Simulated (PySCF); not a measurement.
# C4H10BO2P: the cost of one run

Computed with PySCF 2.14.0, with density-fitted response routines of our own, on a single molecule in the gas phase. Atoms count from 0, in the outputs and in this text.

## 1. The starting structure

18 atoms, charge 0, multiplicity 1; geometry from: GFN2-xTB.

Bonds of the start (Å): C0–C1 1.32, C1–C2 1.50, C2–C3 1.53, C3–O4 1.41, O4–B5 1.35, B5–O6 1.35, B5–P7 1.93, C0–H8 1.08, C0–H9 1.08, C1–H10 1.08, C2–H11 1.10, C2–H12 1.09, C3–H13 1.09, C3–H14 1.10, O6–H15 0.96, P7–H16 1.38, P7–H17 1.38.

## 2. Ultraviolet spectrum: PBE0/def2-SVPD

What the job is given:

```
{"job": {"kind": "uv", "xc": "PBE0", "basis": "def2-SVPD", "nstates": 8, "ntriplets": 3}, "charge": 0, "multiplicity": 1}
C      2.866246     0.683871    -0.963779
C      2.338232    -0.060227    -0.010177
C      0.934669    -0.571709     0.063196
C      0.047325    -0.195279    -1.120804
O     -1.231993    -0.786984    -1.019401
B     -2.183123    -0.431703    -0.130619
O     -3.344728    -1.114680    -0.127286
P     -2.032887     0.927911     1.231487
H      2.311828     1.010111    -1.826392
H      3.894137     1.000722    -0.917531
H      2.949375    -0.354750     0.834103
H      0.469570    -0.187321     0.980254
H      0.956582    -1.662547     0.151734
H      0.476611    -0.567038    -2.056049
H     -0.052624     0.896623    -1.178294
H     -3.411075    -1.828058    -0.764897
H     -3.360241     1.295303     1.190056
H     -1.636664     1.952073     0.387983
```

With the program's defaults for keys left out, this is: TDDFT PBE0/def2-SVPD, vertical, gas phase, core orbitals frozen in the response.

Run with:

```sh
$ OMP_NUM_THREADS=1 python probes_run.py task.json out
```

The driver reads the jobs from task.json and runs them one after another.

**Question.** How long does this job take on 1 thread of Arm Neoverse V2, shared host, and how much memory does it need?

About 74 s, with a peak of 1.1 GiB.
